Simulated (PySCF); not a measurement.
**C5H8BNS: electronic excitations**

Wanted: the electronic excitations of C5H8BNS (`[BH3-][S@+](C)[C@@H](C#C)C#N`), by calculation.

Programs: PySCF 2.14.0, with density-fitted response routines of our own. Each step states its level of theory. These are calculated values for one molecule in the gas phase, unless marked as measured. Atoms count from 0, in the outputs and in this text.

## Step 1: Starting geometry

16 atoms, charge 0, multiplicity 1; geometry from: GFN2-xTB.

Bonds of the start (Å): B0–S1 1.96, S1–C2 1.82, S1–C3 1.88, C3–C4 1.44, C4–C5 1.20, C3–C6 1.44, C6–N7 1.14, B0–H8 1.19, B0–H9 1.19, B0–H10 1.19, C2–H11 1.09, C2–H12 1.09, C2–H13 1.09, C3–H14 1.09, C5–H15 1.05.

## Step 2: TDDFT and polarisability: PBE0/def2-SVPD

What the job is given:

```
{"job": {"kind": "uv", "xc": "PBE0", "basis": "def2-SVPD", "nstates": 8, "ntriplets": 3}, "charge": 0, "multiplicity": 1}
B     -1.627378     1.296595    -0.541476
S     -0.925475    -0.526452    -0.719444
C     -0.892974    -1.109334     0.999205
C      0.917745    -0.248866    -0.967024
C      1.503994     0.544945     0.083957
C      1.977572     1.161674     0.994315
C      1.553374    -1.540661    -1.038456
N      2.042806    -2.572848    -1.058751
H     -1.009003     1.798400     0.336625
H     -1.451774     1.772337    -1.612909
H     -2.769442     1.092534    -0.294564
H     -1.925582    -1.285071     1.283866
H     -0.458774    -0.341468     1.633129
H     -0.324866    -2.033716     1.056600
H      0.984091     0.264831    -1.931604
H      2.398085     1.736044     1.765119
```

Level: TDDFT PBE0/def2-SVPD, vertical, gas phase, core orbitals frozen in the response.

Run with:

```sh
OMP_NUM_THREADS=1 python probes_run.py task.json out
```

The driver reads the jobs from task.json and runs them one after another.

Predict these results of the whole session: lowest singlet (PBE0/def2-SVPD); brightest single state of those computed; lowest triplet; surface potential, 1st and 99th percentile.

**Answer**, as computed:

```
                                quantity                        value
         lowest singlet (PBE0/def2-SVPD)  5.50 eV (226 nm), f = 0.010
brightest single state of those computed  state 4, 6.23 eV, f = 0.054
                          lowest triplet                      4.89 eV
   surface potential, 1st and 99th percentile           -1.32 V and 1.94 V
```

What this shows: The lowest singlet, at 5.50 eV, is HOMO→LUMO 0.93 and is weak; of the 8 states computed, the strongest absorption comes from state 4 at 6.23 eV. The lowest triplet lies 0.61 eV below the lowest singlet (triplets in Tamm-Dancoff, singlets in full TDDFT). By nearest atom (PBE0/def2-SVPD), the HOMO sits on H8 42 %; S1 16 % and the LUMO on S1 32 %; C3, C5 about 13 % each.
